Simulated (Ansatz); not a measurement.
# Ba: the cost of one run

Program: Ansatz 0.2.0. Level of theory: DFT PBEsol, scalar-relativistic, plane waves, PAW. These are calculated values, not measurements.

### Step 1. The structure to begin with

The structure is orthorhombic, space group Cmmm (No. 65). The conventional cell has a = 3.910 Å, b = 7.300 Å, c = 5.700 Å, α = 90.00°, β = 90.00°, γ = 90.00°. Around Ba (site symmetry mmm) lie 6 Ba at 3.91 to 4.14 Å.

Coordinates:

```
Ba
1.0
     1.95500   -3.65000    0.00000
     1.95500    3.65000    0.00000
     0.00000    0.00000    5.70000
Ba
1
Cartesian
  0.0000 0.0000 0.0000
```

No relaxation comes first: the listed cell is the starting point.

### Step 2. The reference cell

Reference values: F = -5862.0125 eV; pressure 0.05 GPa; largest force 0.000 eV/Å; gap on the mesh none (metal). It was computed beforehand with the settings of the runs below.

### Step 3. The scan: a strain scan

The cell is strained by ε times the Voigt pattern (0, 1, 0, 0, 0, 0) (xx, yy, zz, yz, xz, xy; engineering shear), with fractional coordinates fixed (clamped ions). The stress on the pattern is the sum of the stress components weighted by it, tension positive.

### Step 4. At ε = -0.0400

The input, input.yaml:

```yaml
crystal:
  lattice:
    - [1.955, -3.504, 0.0]
    - [1.955, 3.504, 0.0]
    - [0.0, 0.0, 5.7]
  atoms:
    - { symbol: Ba, position: [0.0, 0.0, 0.0] }
basis:
  ecutwfc: 420
kpoints:
  mp_grid: { grid: [14, 14, 8] }
hamiltonian:
  xc: pbesol
scf:
  occupations: { method: gaussian, width: 0.15 }
output:
  forces: true
  stress: true
  eigenvalues: true
```

Run with:

```
ansatz run input.yaml --threads 1 --pin off --max-ram 2560MiB --backend cpu --events-out ev --progress --plain --runs-dir out
```

**Question.** How long does this run take on 1 thread of Arm Neoverse V1, shared host, and how much memory does it need?

About 13 s, with a peak of 0.47 GiB.
